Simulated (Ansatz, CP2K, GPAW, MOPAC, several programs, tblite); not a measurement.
**LiTlS2 from cheap methods to r2SCAN**

How much accuracy does each second buy? LiTlS2 is computed with 11 methods, from the cheapest up to r2SCAN.

Method: no spin polarisation, static lattice; gaps from single points on the cell relaxed beforehand with r²SCAN, in MOPAC, tblite, CP2K, GPAW, Ansatz (versions at each run).

## (1) The structure to begin with

The structure is tetragonal, space group P-4m2 (No. 115). Conventional cell: a = 4.067 Å, b = 4.067 Å, c = 5.719 Å, α = 90.00°, β = 90.00°, γ = 90.00°. Around Li (site symmetry -4m2) lie 4 S at 2.42 Å. S (site symmetry 2mm) is surrounded by 2 Li at 2.42 Å and 2 Tl at 2.55 Å. Tl (site symmetry -4m2) is surrounded by 4 S at 2.55 Å.

Coordinates:

```
CELL_PARAMETERS angstrom
4.06677 0.00000 0.00000
0.00000 4.06677 0.00000
0.00000 0.00000 5.71878
ATOMIC_POSITIONS crystal
Li 0.00000 0.00000 0.00000
S 0.00000 0.50000 0.23090
Tl 0.50000 0.50000 0.50000
S 0.50000 0.00000 0.76910
```

The structure type (I-III-VI2 ordering on zincblende lattice) is imposed and need not be the compound's stable one.

**Question.** The methods are PM6, PM7, GFN1-xTB (tblite), GFN2-xTB (tblite), PBE/DZVP, PBE/single-zeta, PBE/SZV, coarse PBE, GLLB-SC, PBE, r2SCAN. What gap does r2SCAN give on this cell, and which other methods (full PBE left aside) come nearest to r2SCAN and farthest in gap, volume and bulk modulus?

| quantity | value |
| --- | --- |
| r2SCAN | gap 1.20 eV, 23.65 Å³/atom, B₀ 50 GPa |
| gap: nearest and farthest of the other methods | PBE/DZVP (-0.29 eV), PM7 (+3.97 eV) |
| volume: nearest and farthest of the other methods | GFN2-xTB (tblite) (+0.3 %), GFN1-xTB (tblite) (+5.0 %) |
| bulk modulus: nearest and farthest of the other methods | PBE/SZV (+2 %), GFN2-xTB (tblite) (-37 %) |

**Reading.** Among the 9 methods compared for the gap (full PBE left aside), PBE/DZVP is nearest to r2SCAN and PM7 farthest. Among the 4 methods compared for the volume (full PBE left aside), GFN2-xTB (tblite) is nearest to r2SCAN and GFN1-xTB (tblite) farthest. For the bulk modulus, of the 4 methods compared (full PBE left aside), PBE/SZV comes nearest to r2SCAN and GFN2-xTB (tblite) is farthest. A minimal basis or a coarse cutoff and mesh shifts results by its own error, so closeness to r2SCAN can be chance. Cluster runs see only the k-points that fold onto the zone centre, so their gaps can miss the band edges. GLLB-SC is compared with its derivative discontinuity added. No volume is given for PM6, PM7, PBE/single-zeta, coarse PBE, which can hide a larger miss. CPU times run from 1.1 s (coarse PBE) to 19 s (PBE/DZVP). On this cell PBE/DZVP cost more than r2SCAN itself (14 s), so it is no saving here. r2SCAN is a yardstick, not the truth: it usually gives gaps below the measured ones. Spin-orbit coupling is left out throughout.
